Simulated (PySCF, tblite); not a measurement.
# C₄H₉ClO₂Si₂: geometry, infrared bands and NMR shifts

What infrared bands and NMR shifts should C₄H₉ClO₂Si₂ (`O=C1CC[Si@@](Cl)(O[SiH3])C1`) show?

The runs use tblite 0.8.0 and PySCF 2.14.0, with density-fitted response routines of our own; the level of theory stands in each step. All values are computed, except where a source is named. Atoms are numbered from 0 throughout.

## 1. Starting geometry

18 atoms, charge 0, multiplicity 1; geometry from: force field or distance geometry start.

Bonds of the start (Å): O0–C1 1.24, C1–C2 1.44, C2–C3 1.49, C3–Si4 1.87, Si4–Cl5 2.07, Si4–O6 1.70, O6–Si7 1.74, Si4–C8 1.87, C8–C1 1.50, C2–H9 1.11, C2–H10 1.13, C3–H11 1.10, C3–H12 1.10, Si7–H13 1.46, Si7–H14 1.47, Si7–H15 1.45, C8–H16 1.11, C8–H17 1.09.

## 2. Optimising the geometry with GFN2-xTB

Job settings and geometry (Å):

```
{"job": {"kind": "relax", "xc": "GFN2-xTB", "basis": "xTB"}, "charge": 0, "multiplicity": 1}
O     -2.382000     0.612000     1.428300
C     -1.759400     0.415200     0.375200
C     -2.171600    -0.489900    -0.667600
C     -1.038400    -1.206900    -1.305600
Si     0.445800    -0.468500    -0.449400
Cl     1.107100    -1.607600     1.149200
O      1.720600    -0.050800    -1.497000
Si     2.945100     0.592000    -0.438300
C     -0.448300     1.077600     0.097000
H     -2.775900     0.034100    -1.440600
H     -2.854000    -1.264800    -0.202900
H     -1.078100    -0.980600    -2.385500
H     -1.044200    -2.296400    -1.163000
H      3.080200     2.032600    -0.659500
H      2.521100     0.433800     0.962300
H      4.212300    -0.098200    -0.600600
H     -0.542800     1.817500    -0.727500
H      0.053700     1.455400     0.984400
```

On the command line:

```sh
$ OMP_NUM_THREADS=1 python probes_run.py task.json out
```

The driver reads the jobs from task.json and runs them one after another.

**Question.** This job is followed by: GFN2-xTB harmonic vibrations, gas phase; GIAO PBE0/pcSseg-1 NMR shielding, non-relativistic, gas phase. Predict these results of the whole session: strongest single infrared mode (GFN2-xTB); zero-point energy (GFN2-xTB); ¹³C shifts against TMS (PBE0/pcSseg-1); ¹H shifts against TMS (PBE0/pcSseg-1, means over atoms taken as alike); ¹⁷O shifts against H2O (PBE0/pcSseg-1); ²⁹Si shifts against TMS (PBE0/pcSseg-1); ³⁵Cl shifts against HCl (PBE0/pcSseg-1).

The runs gave:

| quantity | value |
| --- | --- |
| strongest single infrared mode (GFN2-xTB) | 1093 cm⁻¹, 785 km/mol |
| zero-point energy (GFN2-xTB) | 76.3 kcal/mol |
| ¹³C shifts against TMS (PBE0/pcSseg-1) | 214.4, 43.2, 33.7, 21.9 ppm |
| ¹H shifts against TMS (PBE0/pcSseg-1, means over atoms taken as alike) | 5.20, 2.46, 2.28, 1.74, 1.74, 1.40, 1.26 ppm |
| ¹⁷O shifts against H2O (PBE0/pcSseg-1) | 682.7, 54.4 ppm |
| ²⁹Si shifts against TMS (PBE0/pcSseg-1) | 5.1, -39.5 ppm |
| ³⁵Cl shifts against HCl (PBE0/pcSseg-1) | 56 ppm |

In words: Over 185 steps the energy fell by 1.450 eV; of the close pairs, O6–Si7 changed most, 1.742 to 1.635 Å. All 48 modes are real, so the xTB geometry is a minimum. The strongest single mode, at 1093 cm⁻¹, moves mainly O6. Unscaled tight-binding wavenumbers are off by several per cent, some by more. Its intensities can rank the bands wrongly. C1 (ketone carbonyl carbon) lies farthest downfield among carbon, at 214.4 ppm; the double bond to the heteroatom, with no lone-pair donor beside it, deshields it most. At PBE0/pcSseg-1: Shielding is most anisotropic at O0 (span 1248 ppm, paramagnetic term -742 ppm).
